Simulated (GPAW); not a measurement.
A run of GPAW 26.7.0:

run.py

```python
from ase import Atoms
from ase.eos import EquationOfState
from ase.io import Trajectory
from ase.units import GPa
from ase.parallel import parprint
from gpaw import GPAW, PW

atoms = Atoms(['Bi', 'Bi', 'Te', 'Te', 'Te'],
              cell=[[2.193, 1.2661291403, 10.1656666667],
                    [-2.193, 1.2661291403, 10.1656666667],
                    [0.0, -2.5322582807, 10.1656666667]],
              scaled_positions=[[0.6, 0.6, 0.6],
                                [0.4, 0.4, 0.4],
                                [0.7905, 0.7905, 0.7905],
                                [0.2095, 0.2095, 0.2095],
                                [0.0, 0.0, 0.0]],
              pbc=True)

traj = Trajectory('eos.traj', 'w')
volumes, energies = [], []
for x in [0.94, 0.96, 0.98, 1.0, 1.02, 1.04, 1.06]:
    a = atoms.copy()
    a.set_cell(atoms.cell * x**(1 / 3), scale_atoms=True)
    calc = GPAW(mode=PW(600),
                xc='LDA',
                kpts={'size': (5, 5, 5), 'gamma': True},
                occupations={'name': 'fermi-dirac', 'width': 0.05},
                nbands=39,
                convergence={'density': 1e-05, 'energy': 1e-05},
                maxiter=150,
                txt=f'eos-{x:.2f}.txt')
    a.calc = calc
    energies.append(a.get_potential_energy(force_consistent=True))
    volumes.append(a.get_volume())
    p = -a.get_stress()[:3].mean() / GPa
    calc.write(f'eos-{x:.2f}.gpw')
    traj.write(a)
    parprint(f'{x:.2f} {volumes[-1]:10.4f} A^3 {energies[-1]:14.6f} eV {p:9.3f} GPa', flush=True)

v0, e0, B = EquationOfState(volumes, energies, eos='birchmurnaghan').fit()
parprint(f'V0 = {v0:.4f} A^3, E0 = {e0:.6f} eV, B0 = {B / GPa:.2f} GPa')
```

Potentials or basis: the program's PAW data sets (release 1.2.1) made for this functional, pw.

Launch:

```console
$ OMP_NUM_THREADS=1 mpirun -n 4 gpaw python run.py
```

Hardware: 4 MPI ranks on Arm Neoverse V1 (shared host).

Q: How long does it take, and how much memory?

A: It took 10 min on 4 MPI ranks on Arm Neoverse V1 (shared host), peak memory 1 GiB a rank. Counts: scf iterations 77, plane waves 5450, bands 39, k points 19.
